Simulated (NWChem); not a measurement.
**One shape, several levels: InH2I (SMILES [H][In]([H])[I])**

We compute a comparison of 3 runs (HF/STO-3G, PBE0/def2-SVP, PBE0/def2-TZVP) of InH2I. 

Program for the calculation: NWChem 7.3.0.

## (1) Starting point

InH2I: 4 atoms, total charge 0, spin state singlet. SMILES: `[H][In]([H])[I]`. The shape comes from GFN2-xTB, which is rough for such elements, and wasn't checked as a minimum.

Bond lengths: In1–I4 2.672 Å, In1–H2 1.709 Å, In1–H3 1.710 Å. Angles: H2–In1–I4 119.9°, H3–In1–I4 119.8°, H2–In1–H3 120.2°.

## (2) Energy and gradient at HF/STO-3G (run 1)

Input file m1.nw:

```
echo
START m1
TITLE "H2IIn gradient"
memory stack 880 mb heap 220 mb global 1100 mb
GEOMETRY units angstrom noautosym nocenter noautoz
In       0.125040       0.207330      -0.001420
H        1.833750       0.177730       0.010550
H       -0.710450       1.699270      -0.020740
I       -1.248340      -2.084330       0.011610
END
BASIS spherical bse
* library STO-3G
END
SCF
singlet
rhf
thresh 1e-08
maxiter 80
END
TASK scf gradient
```

The run is started by

```
nwchem m1.nw > m1.out
```

What it wrote:

```text
[...]
  functions       =    56
[...]
  wavefunction    = RHF
[...]
         Total SCF energy = -12534.797863515329
      One-electron energy = -18432.053780041722
      Two-electron energy =   5337.688266768461
 Nuclear repulsion energy =    559.567649757932
        Time for solution =      4.1s
[...]
                         RHF ENERGY GRADIENTS
    atom               coordinates                        gradient
                 x          y          z           x          y          z
   1 In      0.236291   0.391797  -0.002683   -0.014970  -0.025444   0.000097
   2 H       3.465285   0.335861   0.019937    0.031940   0.004123   0.000191
   3 H      -1.342556   3.211155  -0.039193   -0.011610   0.030218  -0.000345
   4 I      -2.359021  -3.938813   0.021940   -0.005360  -0.008896   0.000057
[...]
```

Wall time 8.1 s (1 thread of Intel Xeon 6975P-C (Granite Rapids), shared host); peak memory 0.099 GiB.

## (3) Energy and gradient at PBE0/def2-SVP (core potential) (run 2)

Input file mol.nw:

```
echo
start mol
memory stack 880 mb heap 220 mb global 1100 mb

geometry noautosym nocenter noautoz
   In     0.125040     0.207330    -0.001420
   H      1.833750     0.177730     0.010550
   H     -0.710450     1.699270    -0.020740
   I     -1.248340    -2.084330     0.011610
end

basis spherical bse
   In library def2-SVP
   H library def2-SVP
   I library def2-SVP
end

ecp bse
   In library def2-SVP
   I library def2-SVP
end

dft
   xc pbe0
   grid xfine
   convergence energy 1e-08
   maxiter 100
   mulliken
   print medium
end

task dft gradient
```

The run is started by

```
nwchem mol.nw > mol.out
```

What it wrote:

```text
[...]
          Wavefunction type:  closed shell.
          No. of atoms     :     4
          No. of electrons :    48
[...]
          Charge           :     0
          Spin multiplicity:     1
[...]
          AO basis - number of functions:    62
[...]
              XC Information
              --------------
                         PBE0 Method XC Functional
                     Hartree-Fock (Exact) Exchange  0.250
          PerdewBurkeErnzerhof Exchange Functional  0.750
            Perdew 1991 LDA Correlation Functional  1.000 local
           PerdewBurkeErnz. Correlation Functional  1.000 non-local
[...]
 d= 0,ls=0.0,diis     1   -489.0363716446 -6.13D+02  1.65D-02  1.29D-01     1.5
[...]
 d= 0,ls=0.0,diis     8   -489.0670761042 -5.68D-10  1.06D-06  3.03D-09     9.9
         Total DFT energy =     -489.067076104194
      One electron energy =    -1101.668908162910
           Coulomb energy =      528.219317539728
    Exchange-Corr. energy =      -39.703845825268
 Nuclear repulsion energy =      124.086360344256
[...]
  wavefunction    = closed shell
                         DFT ENERGY GRADIENTS
    atom               coordinates                        gradient
                 x          y          z           x          y          z
   1 In      0.236291   0.391797  -0.002683   -0.002337  -0.004389   0.000005
   2 H       3.465285   0.335861   0.019937   -0.004119   0.004706  -0.000064
   3 H      -1.342556   3.211155  -0.039193    0.005948  -0.001203   0.000059
   4 I      -2.359021  -3.938813   0.021940    0.000508   0.000885  -0.000001
[...]
```

Wall time 14 s (1 thread of Intel Xeon 6975P-C (Granite Rapids), shared host); peak memory 0.13 GiB.

## (4) Energy and forces at PBE0/def2-TZVP (core potential) (run 3)

Input file sp.nw:

```
echo
start sp
title "H2IIn gradient"
memory total 2200 mb

geometry units bohr noautosym nocenter noautoz
   In     0.23629135     0.39179692    -0.00268341
   H      3.46528528     0.33586102     0.01993661
   H     -1.34255593     3.21115491    -0.03919292
   I     -2.35902071    -3.93881285     0.02193972
end

basis spherical bse
   * library def2-TZVP
end

ecp bse
   In library def2-TZVP
   I library def2-TZVP
end

dft
   xc pbe0
   grid fine
   convergence energy 1e-08
   iterations 100
   mulliken
end

task dft gradient
```

The run is started by

```
nwchem sp.nw > sp.out
```

What it wrote:

```text
[...]
          Wavefunction type:  closed shell.
          No. of atoms     :     4
          No. of electrons :    48
[...]
          Charge           :     0
          Spin multiplicity:     1
[...]
          AO basis - number of functions:   112
[...]
              XC Information
              --------------
                         PBE0 Method XC Functional
                     Hartree-Fock (Exact) Exchange  0.250
          PerdewBurkeErnzerhof Exchange Functional  0.750
            Perdew 1991 LDA Correlation Functional  1.000 local
           PerdewBurkeErnz. Correlation Functional  1.000 non-local
[...]
 d= 0,ls=0.0,diis     1   -489.0533990123 -6.13D+02  1.21D-02  1.94D-01     3.1
[...]
 d= 0,ls=0.0,diis     8   -489.0858080274 -1.97D-09  1.06D-06  3.83D-08    18.3
         Total DFT energy =     -489.085808027402
      One electron energy =    -1101.747084262338
           Coulomb energy =      528.274203820674
    Exchange-Corr. energy =      -39.699279069035
 Nuclear repulsion energy =      124.086351483296
[...]
  wavefunction    = closed shell
                         DFT ENERGY GRADIENTS
    atom               coordinates                        gradient
                 x          y          z           x          y          z
   1 In      0.236291   0.391797  -0.002683   -0.001085  -0.002294  -0.000007
   2 H       3.465285   0.335861   0.019937   -0.002223   0.004397  -0.000048
   3 H      -1.342556   3.211155  -0.039193    0.004780   0.000319   0.000037
   4 I      -2.359021  -3.938813   0.021940   -0.001473  -0.002422   0.000018
[...]
```

It took 31 s on 1 thread of Intel Xeon 6975P-C (Granite Rapids), shared host; peak memory 0.13 GiB.

## (5) Overview of the runs

```
run                            level  iteration cap  module    energy (Eh)  dipole moment (D)  HOMO energy (eV)  LUMO energy (eV)  wall time
  1                        HF/STO-3G             80     scf  -12534.797864               2.65             -6.92              5.02      8.1 s
  2   PBE0/def2-SVP (core potential)            100     dft    -489.067076               1.78             -7.33             -2.04       14 s
  3  PBE0/def2-TZVP (core potential)            100     dft    -489.085808               1.70             -7.40             -2.07       31 s
```

## (6) What came out

| quantity | value |
| --- | --- |
| run 3: total energy | -489.08581 Eh |
| run 3: dipole moment | 1.70 D |
| run 3: HOMO energy | -7.40 eV |
| run 3: LUMO energy | -2.07 eV |
| run 3: HOMO–LUMO gap | 5.33 eV |
| run 3: largest force on an atom | 0.253 eV/Å |

In words: The dipole moment (its size) runs from 1.70 D (PBE0/def2-TZVP) to 2.65 D (HF/STO-3G). The two ends differ in method and basis and core potential. The HOMO–LUMO gap runs from 5.30 eV (PBE0/def2-SVP) to 11.95 eV (HF/STO-3G). Some runs of one species differ in core potentials or relativity; totals across that change don't compare. In run 1 the basis is minimal, so the values are rough. In run 1 relativity is left out where basis or elements ask for it. All runs together took 53 s, the longest 31 s.
